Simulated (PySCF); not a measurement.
# SnN: from the state search to spectroscopic constants

Aim: find the lowest electronic state of SnN, scan its bond at several levels of theory, and get bond length, wavenumber and dissociation energy from each curve.

Method: Sn x2c-SVPall, N x2c-SVPall, spin-free X2C with a Gaussian nucleus; program: PySCF 2.14.0.

**1. Input**

The job is set up so:

* atoms: Sn, N
* charge: 0
* basis: Sn x2c-SVPall, N x2c-SVPall
* Hamiltonian: spin-free X2C with a Gaussian nucleus
* basis functions: 50
* electrons treated: 57
* masses in u: 119.9022, 14.0031
* levels: PBE0, PBE, r²SCAN, TPSS, PBEsol, TPSSh, HSE06, HF, MP2, SCS-MP2, CCSD, CCSD(T)
* grid: 80 radial by 434 angular points
* occupations: held fixed by the projection of orbital angular momentum
* dissociation limit: Sn + N, each in its ground configuration
* starting distance in angstrom: 2.005
* values of 2S to try: 1, 3, 5

Run with:

```
$ OMP_NUM_THREADS=1 python dia.py task.json out
```

Further steps of the session: PBE0 along the bond; Higher solutions at PBE0; PBE; r²SCAN (meta-GGA); TPSS; PBEsol; TPSSh; HSE06; ROHF; Correlated methods on the Hartree–Fock reference.

Before running it: what results should come out? Wanted: for each run, Re; ωe; De; μ.

The runs gave:

Lowest PBE0 solution found, without spin–orbit coupling: ²Π (doublet), unpaired electrons π ↑. State 2 has its PBE0 minimum 0.09 eV higher. State 3 has its PBE0 minimum 1.08 eV higher. State 4 has its PBE0 minimum 1.55 eV higher. The other levels ran on the lowest alone.

```csv
level,Re (Å),ωe (cm⁻¹),De (eV),μ (D)
ROHF,1.916,834,-0.99,-3.98
ROHF-MP2,1.991,663,1.91,n/a
ROHF-SCS-MP2,1.991,659,1.87,n/a
ROHF-CCSD,1.984,675,1.55,n/a
ROHF-CCSD(T),2.007,631,1.89,n/a
PBE,1.988,686,3.15,-2.89
PBEsol,1.975,700,3.30,-2.84
TPSS,1.986,678,2.89,-2.95
r²SCAN,1.979,656,2.43,-2.99
TPSSh,1.979,657,2.61,-3.03
PBE0,1.971,644,2.41,-3.08
HSE06,1.973,646,2.45,-3.07
```

De is counted to Sn + N in their ground configurations. A positive dipole means Sn(−)N(+). ⟨S²⟩ is off the pure value of 0.75 by over a tenth at r²SCAN 0.88, TPSSh 0.86, PBE0 0.91, HSE06 0.90.

Bond lengths run from 1.916 Å (ROHF) to 2.007 Å (ROHF-CCSD(T)). Of the levels with a De here, ROHF gives the least (-0.99 eV) and PBEsol the most (3.30 eV).

Correlated steps freeze 19 core orbitals. Spin–orbit coupling is left out, which matters for elements this heavy, above all for dissociation energies. A negative De means that the minimum lies above the separated atoms at that level. T1 is 0.036 near the minimum (highest on the curve 0.074), which may point to more than one leading configuration.
